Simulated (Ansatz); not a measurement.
Runs of Ansatz 0.2.0 on NiMoIrPdW. Symmetry: P3m1, No. 156, trigonal system. Conventional cell: a = 2.761 Å, b = 2.761 Å, c = 11.341 Å, α = 90.00°, β = 90.00°, γ = 120.00°. Ni (site symmetry 3m) has 3 W at 2.59 Å and 3 Pd at 2.68 Å and 6 Ni at 2.76 Å as nearest neighbours. Mo (site symmetry 3m) has 3 Ir at 2.66 Å and 1 W at 2.66 Å and 6 Mo at 2.76 Å as nearest neighbours. Around Pd (site symmetry 3m) lie 3 Ni at 2.68 Å and 6 Pd at 2.76 Å and 3 Ir at 2.84 Å. Ir (site symmetry 3m) is surrounded by 3 Mo at 2.66 Å and 6 Ir at 2.76 Å and 3 Pd at 2.84 Å. W (site symmetry 3m) has 3 Ni at 2.59 Å and 1 Mo at 2.66 Å and 6 W at 2.76 Å as nearest neighbours. The cell was built by a generator and needn't be a form met in nature.

```tsv
potentials or basis	cutoff (eV)	gap on the mesh (eV)	pressure (GPa)	moment (μB)	largest force (eV/Å)
Ansatz NC with PseudoDojo standard (PBE files)	1400	none	-0.1	0.00	0.28
Ansatz PAW earlier set	1080	none	-0.2	0.00	0.29
PseudoDojo standard (PBE files)	1333	none	-0.2	0.00	0.28
JTH PAW	2400	none	0.1	0.00	0.28
SPMS NC	925	none	-0.1	0.00	(a)
```

Alike in all rows: task single point; level PBE; spin collinear, ferromagnetic start; cell as given; k mesh 11 × 11 × 3; smearing fermi-dirac 0.05 eV.

Task: Estimate the missing entries.

Result: (a) 0.27.

A k mesh can miss the band edges, and the runs leave out spin-orbit coupling on Ir, Mo, Pd, W.

A gap of «none» marks a metal or a gap under the smearing width.

Not every run made on this cell is shown here.
